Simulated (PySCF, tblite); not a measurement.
# C₈H₁₁P: geometry, infrared bands and NMR shifts

What infrared bands and NMR shifts should C₈H₁₁P (`CCc1ccpc(C)c1`) show?

Programs: tblite 0.8.0 and PySCF 2.14.0, with density-fitted response routines of our own. Each step states its level of theory. These are calculated values for one molecule in the gas phase, unless marked as measured. Atoms are numbered from 0 throughout.

## (1) The molecule as given

20 atoms, charge 0, multiplicity 1; geometry from: force field or distance geometry start.

Bonds of the start (Å): C0–C1 1.53, C1–C2 1.53, C2–C3 1.42, C3–C4 1.39, C4–P5 1.83, P5–C6 1.84, C6–C7 1.50, C6–C8 1.40, C8–C2 1.41, C0–H9 1.10, C0–H10 1.09, C0–H11 1.10, C1–H12 1.09, C1–H13 1.10, C3–H14 1.10, C4–H15 1.09, C7–H16 1.09, C7–H17 1.10, C7–H18 1.09, C8–H19 1.09.

## (2) Geometry optimisation with GFN2-xTB

Job settings and geometry (Å):

```
{"job": {"kind": "relax", "xc": "GFN2-xTB", "basis": "xTB"}, "charge": 0, "multiplicity": 1}
C     -2.401100    -1.167700     0.728200
C     -1.895000    -0.472100    -0.533800
C     -0.598300     0.282800    -0.252700
C     -0.691300     1.641800     0.139700
C      0.394200     2.453400     0.447300
P      2.137300     1.920200     0.325200
C      1.904100     0.159000    -0.170600
C      3.124700    -0.701600    -0.350100
C      0.632200    -0.392300    -0.387900
H     -2.627000    -0.440400     1.525800
H     -1.683900    -1.885200     1.117400
H     -3.338400    -1.709600     0.509000
H     -2.657900     0.209200    -0.905200
H     -1.715800    -1.220200    -1.315700
H     -1.685800     2.088900     0.249000
H      0.217500     3.483900     0.758100
H      4.046600    -0.172600    -0.111300
H      3.057600    -1.590100     0.297200
H      3.181400    -1.038400    -1.389000
H      0.593800    -1.438200    -0.683800
```

Started as:

```
> OMP_NUM_THREADS=1 python probes_run.py task.json out
```

This one command runs all jobs of the session in turn.

**Question.** This job is followed by: GFN2-xTB harmonic vibrations, gas phase; GIAO PBE0/pcSseg-1 NMR shielding, non-relativistic, gas phase. What will the session give for the following? strongest single infrared mode (GFN2-xTB); zero-point energy (GFN2-xTB); 13C shifts against TMS (PBE0/pcSseg-1); 1H shifts against TMS (PBE0/pcSseg-1, means over atoms taken as alike); 31P shifts against H3PO4 (PBE0/pcSseg-1).

As calculated:

| quantity | value |
| --- | --- |
| strongest single infrared mode (GFN2-xTB) | 3030 cm⁻¹, 89 km/mol |
| zero-point energy (GFN2-xTB) | 103.3 kcal/mol |
| 13C shifts against TMS (PBE0/pcSseg-1) | 180.9, 166.0, 152.5, 140.0, 136.4, 37.5, 27.7, 22.4 ppm |
| 1H shifts against TMS (PBE0/pcSseg-1, means over atoms taken as alike) | 9.05, 7.98, 7.86, 2.91, 2.76, 1.24 ppm |
| 31P shifts against H3PO4 (PBE0/pcSseg-1) | 208.6 ppm |

**Reading.** Relaxing lowered the energy by 0.341 eV in 39 steps; the close pair that moved most is P5–C6, from 1.844 to 1.745 Å. All 54 modes are real, so the xTB geometry is a minimum. GFN2-xTB is a fitted tight-binding method: band positions and strengths are rough. Its intensities can rank the bands wrongly. At PBE0/pcSseg-1: The largest span, 624 ppm, is at P5, where the paramagnetic term is -859 ppm. NICS(1)zz of -26 ppm above the planar ring from C2 marks a diatropic (aromatic) ring current.
